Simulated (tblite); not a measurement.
# CH7BClFGeSi: the cost of one run

Programs: tblite 0.8.0 and PySCF 2.14.0. All values are calculated, for the isolated system unless a continuum is named. Atoms count from 0, parts from 1.

## 1. Starting point

13 atoms, charge 0, multiplicity 1; geometry: distance geometry start.

## 2. Geometry optimisation with GFN2-xTB

What the job is given:

```
{"job": {"kind": "relax", "xc": "GFN2-xTB", "basis": "xTB"}, "charge": 0, "multiplicity": 1}
Ge     0.793109     0.170042    -0.499535
C      2.433521     0.093669     0.512470
Cl     0.666834    -1.477324    -1.866643
B     -0.837299     0.120443     0.637539
Si    -2.518926    -0.207159    -0.316585
F      0.766355     1.700708    -1.350008
H      2.377645    -0.550667     1.429036
H      2.734788     1.140829     0.801330
H      3.227082    -0.250373    -0.183197
H     -0.881735    -0.074461     1.823172
H     -3.605303     0.508097     0.367481
H     -2.800778    -1.635492    -0.450072
H     -2.363104     0.442610    -1.637441
```

Method: GFN2-xTB geometry optimisation, gas phase.

Launch:

```console
$ OMP_NUM_THREADS=1 python cluster_run.py task.json out
```

The driver reads the jobs from task.json and runs them one after another.

Q: Estimate the wall time of this first job on 1 thread of Intel Xeon Platinum 8175M at 2.50GHz, shared host.

About 15 s.
